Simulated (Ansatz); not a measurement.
This script makes vertical spin-state energies of CH2Cl2FSi, SMILES [CH2][Si](F)(Cl)Cl with the Ansatz DFT code, driven from Python.

`spin_ch2cl2fsi.py`
```python
"""Gap between spin states of CH2Cl2FSi at one geometry."""

import warnings

import ansatz as az

BASIS_SET = "def2-TZVP"
METHOD = "MP2"

warnings.simplefilter("ignore", az.DeckWarning)

geometry_ang = [
    ("C", (-0.2144, 0.6904, 0.7984)),
    ("Si", (0.2448, -0.5067, -0.3966)),
    ("F", (1.4288, -1.3709, 0.1501)),
    ("Cl", (-1.331, -1.6118, -0.7763)),
    ("Cl", (0.7327, 0.5059, -2.1049)),
    ("H", (0.251, 0.8198, 1.7321)),
    ("H", (-1.0507, 1.4052, 0.5516)),
]
ch2cl2fsi = az.Crystal.molecule()
for symbol, xyz in geometry_ang:
    ch2cl2fsi = ch2cl2fsi.atom(symbol, xyz)

job = (
    ch2cl2fsi.calculation()
    .basis(gaussian=BASIS_SET)
    .correlation(METHOD)
)
found = {}
for unpaired in [1, 3]:
    summary = job.spin("collinear", total=unpaired).run(threads=1, backend="cpu").report
    s = unpaired / 2
    found[unpaired] = summary["free_energy_ev"]
    print(f"2S+1 = {unpaired + 1}: E = {found[unpaired]:.5f} eV, <S^2> = {abs(summary['mean_field']['state']['spin_squared']):.3f} (pure state {s * (s + 1):.2f})")
lowest = min(found, key=found.get)
for unpaired, e in found.items():
    print(f"multiplicity {unpaired + 1}: {23.060548 * (e - found[lowest]):.1f} kcal/mol above the lowest")
```

Which spin state is lowest at this geometry, and how far above lie the others?

In order: multiplicity 2 (+0.00 eV) and multiplicity 4 (+9.01 eV), all at the one geometry.

The output:

```console
$ python spin_ch2cl2fsi.py
2S+1 = 2: E = -36667.51962 eV, <S^2> = 0.760 (pure state 0.75)
2S+1 = 4: E = -36658.50559 eV, <S^2> = 3.777 (pure state 3.75)
multiplicity 2: 0.0 kcal/mol above the lowest
multiplicity 4: 207.9 kcal/mol above the lowest
```

Total energies depend on the basis set; only differences at equal settings carry meaning. The geometry is a force-field or estimated start, not a minimum of this method, and the basis set is short of its limit. All parts are taken at fixed geometry, without zero-point energy. The species is open-shell (spin multiplicity 2). S² is that of the Hartree-Fock reference. Hardware and time: 2.2 min on 1 thread of Arm Neoverse V1, on a shared host, peak memory 0.57 GiB.
